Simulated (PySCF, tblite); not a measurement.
# C3H14Si4: geometry, infrared bands and NMR shifts

Wanted: the infrared bands and NMR shifts of C3H14Si4 (`C=CC[SiH2][SiH]([SiH3])[SiH3]`), by calculation.

Programs: tblite 0.8.0 and PySCF 2.14.0, with density-fitted response routines of our own. Each step states its level of theory. These are calculated values for one molecule in the gas phase, unless marked as measured. Atoms count from 0, in the outputs and in this text.

**1. The molecule as given**

21 atoms, charge 0, multiplicity 1; geometry from: force field or distance geometry start.

Bonds of the start (Å): C0–C1 1.34, C1–C2 1.49, C2–Si3 1.86, Si3–Si4 2.28, Si4–Si5 2.29, Si4–Si6 2.29, C0–H7 1.09, C0–H8 1.08, C1–H9 1.10, C2–H10 1.10, C2–H11 1.10, Si3–H12 1.49, Si3–H13 1.50, Si4–H14 1.49, Si5–H15 1.49, Si5–H16 1.48, Si5–H17 1.48, Si6–H18 1.49, Si6–H19 1.48, Si6–H20 1.49.

**2. Optimising the geometry with GFN2-xTB**

The job: settings as JSON, then the geometry in Å.

```
{"job": {"kind": "relax", "xc": "GFN2-xTB", "basis": "xTB"}, "charge": 0, "multiplicity": 1}
C      3.690800     0.141900    -1.029300
C      2.718700    -0.707000    -0.661400
C      1.272400    -0.359900    -0.567500
Si     0.516600    -0.500100     1.130800
Si    -1.699700     0.050200     1.107400
Si    -2.726900    -1.295100    -0.428700
Si    -1.855500     2.180500     0.292100
H      3.467400     1.178600    -1.289700
H      4.724900    -0.175000    -1.078000
H      3.001600    -1.737100    -0.404700
H      1.103500     0.663000    -0.939900
H      0.719600    -1.021400    -1.256100
H      1.219800     0.387500     2.104700
H      0.664400    -1.905600     1.627400
H     -2.321300    -0.067300     2.457200
H     -2.628800    -2.715800     0.002900
H     -4.154700    -0.929500    -0.563200
H     -2.061700    -1.154600    -1.748000
H     -1.175300     3.133900     1.214400
H     -1.202400     2.262000    -1.031600
H     -3.282500     2.587700     0.164400
```

Command:

```console
$ OMP_NUM_THREADS=1 python probes_run.py task.json out
```

This one command runs all jobs of the session in turn.

**Question.** This job is followed by: GFN2-xTB harmonic vibrations, gas phase; GIAO PBE0/pcSseg-1 NMR shielding, non-relativistic, gas phase. What will the session give for the following? strongest single infrared mode (GFN2-xTB); zero-point energy (GFN2-xTB); 13C shifts against TMS (PBE0/pcSseg-1); 1H shifts against TMS (PBE0/pcSseg-1, means over atoms taken as alike); 29Si shifts against TMS (PBE0/pcSseg-1, means over atoms taken as alike).

As calculated:

| quantity | value |
| --- | --- |
| strongest single infrared mode (GFN2-xTB) | 765 cm⁻¹, 873 km/mol |
| zero-point energy (GFN2-xTB) | 88.6 kcal/mol |
| 13C shifts against TMS (PBE0/pcSseg-1) | 145.2, 119.2, 22.8 ppm |
| 1H shifts against TMS (PBE0/pcSseg-1, means over atoms taken as alike) | 6.18, 5.29, 5.16, 4.00, 3.60, 3.23, 1.68 ppm |
| 29Si shifts against TMS (PBE0/pcSseg-1, means over atoms taken as alike) | -61.4, -113.0, -148.7 ppm |

In words: Relaxing lowered the energy by 0.293 eV in 76 steps; the close pair that moved most is C2–Si3, from 1.864 to 1.916 Å. No mode is imaginary among the 57: a minimum at this level. The strongest single mode, at 765 cm⁻¹, has its largest shares on H19, H17, H20 and H16 (the list is cut at 4 atoms). Unscaled tight-binding wavenumbers are off by several per cent, some by more. Its intensities can rank the bands wrongly. The most deshielded carbon is C1 (alkene CH), at 145.2 ppm: an sp2 carbon of a C=C bond. H9 (hydrogen on an alkene CH) lies farthest downfield among hydrogen, at 6.18 ppm; a vinylic proton, deshielded by the sp2 carbon and the C=C anisotropy. At PBE0/pcSseg-1: Shielding is most anisotropic at C1 (span 240 ppm, paramagnetic term -214 ppm).
